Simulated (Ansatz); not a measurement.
# W (W (100), 6 layers): how the settings move a single-point run

Question: which choices in the input matter for W (W (100), 6 layers)?

Program: Ansatz 0.2.0. Level of theory: reference: DFT, PBE, all-electron LAPW, scalar-relativistic. These are calculated values, not measurements.

## (1) The structure to begin with

Symmetry: P4/nmm, No. 129, tetragonal system. Conventional cell: a = 3.183 Å, b = 3.183 Å, c = 23.959 Å, α = 90.00°, β = 90.00°, γ = 90.00°. Around W (site symmetry 4mm) lie 4 W at 2.65 Å. Around W (site symmetry 4mm) lie 8 W at 2.65 to 2.79 Å. W (site symmetry 4mm) has 14 W at 2.73 to 3.19 Å as nearest neighbours.

Coordinates:

```cif
data_structure
_symmetry_space_group_name_H-M 'P4/nmm:1'
_symmetry_Int_Tables_number 129
_cell_length_a 3.1834
_cell_length_b 3.1834
_cell_length_c 23.9585
_cell_angle_alpha 90.000
_cell_angle_beta 90.000
_cell_angle_gamma 90.000
_cell_volume 242.80
loop_
_atom_site_label
_atom_site_type_symbol
_atom_site_symmetry_multiplicity
_atom_site_Wyckoff_symbol
_atom_site_fract_x
_atom_site_fract_y
_atom_site_fract_z
_atom_site_occupancy
W1 W 2 c 0.50000 0.00000 0.34047 1
W2 W 2 c 0.00000 0.50000 0.39907 1
W3 W 2 c 0.50000 0.00000 0.46785 1
```

## (2) Baseline

Contents of input.yaml:

```yaml
crystal:
  lattice:
    - [3.1834185691, 0.0, 0.0]
    - [0.0, 3.1834185691, 0.0]
    - [0.0, 0.0, 23.9585]
  atoms:
    - { symbol: W, position: [0.25, 0.25, 0.3404682266] }
    - { symbol: W, position: [0.75, 0.75, 0.3990730859] }
    - { symbol: W, position: [0.25, 0.25, 0.4678512158] }
    - { symbol: W, position: [0.75, 0.75, 0.53214878] }
    - { symbol: W, position: [0.25, 0.25, 0.6009269156] }
    - { symbol: W, position: [0.75, 0.75, 0.6595317761] }
  periodic: [true, true, false]
kpoints:
  mp_grid: { grid: [11, 11, 1] }
scf:
  occupations: { method: fermi_dirac, width: 0.08 }
hamiltonian:
  xc: pbe
  pseudopotentials: { kind: all_electron, lapw: { basis_error: 0.001 } }
output:
  forces: true
  stress: true
  eigenvalues: true
```

Launch:

```bash
$ ansatz run input.yaml --threads 2 --pin off --max-ram 4096MiB --backend cpu --events-out ev --progress --plain --runs-dir out
```

## (3) Variant: mixing.algorithm broyden, mixing.beta 0.2, n_extra_bands 8, dispersion d3bjatm

input.yaml, as its differences from that of step 2:

```diff
@@ -17,2 +17,4 @@
   occupations: { method: fermi_dirac, width: 0.08 }
+  mixing: { algorithm: broyden, beta: 0.2 }
+  n_extra_bands: 8
 hamiltonian:
@@ -20,2 +22,3 @@
   pseudopotentials: { kind: all_electron, lapw: { basis_error: 0.001 } }
+  dispersion: d3bjatm
 output:
```

Before running it: what results should come out? Wanted: for each run, ending; energy change; gap; force.

**Answer**, as computed:

```csv
run,ending,energy change,gap (eV),force (eV/Å),cycles,time
reference,converged,0,0.00,0.01,10,1.8 min
"1: mixing.algorithm broyden, mixing.beta 0.2, n_extra_bands 8, dispersion d3bjatm",converged,-473.7 meV/atom (offset of the dispersion model),0.00,0.15,13,2 min
```

Residual by cycle in the longest SCF loop of each run; runs are numbered as in the table. The quantity is the density residual dr2, in eV.

```csv
cycle,reference,run 1
1,35.7,35.7
2,9.92,20.5
3,0.896,0.657
4,0.0431,0.331
5,0.0121,0.0812
6,0.00101,0.0313
8,1.7e-5,9.7e-4
9,5.3e-7,7.6e-5
10,6.2e-8,1.4e-5
11,-,4.8e-6
12,-,6.6e-7
13,-,6.0e-8
```

The energy moves by -473.7 meV/atom, nearly all of it the dispersion term itself (-473.7 meV/atom); that offset belongs to the model and is no gain or loss of stability; the largest force goes from 0.01 to 0.15 eV/Å.
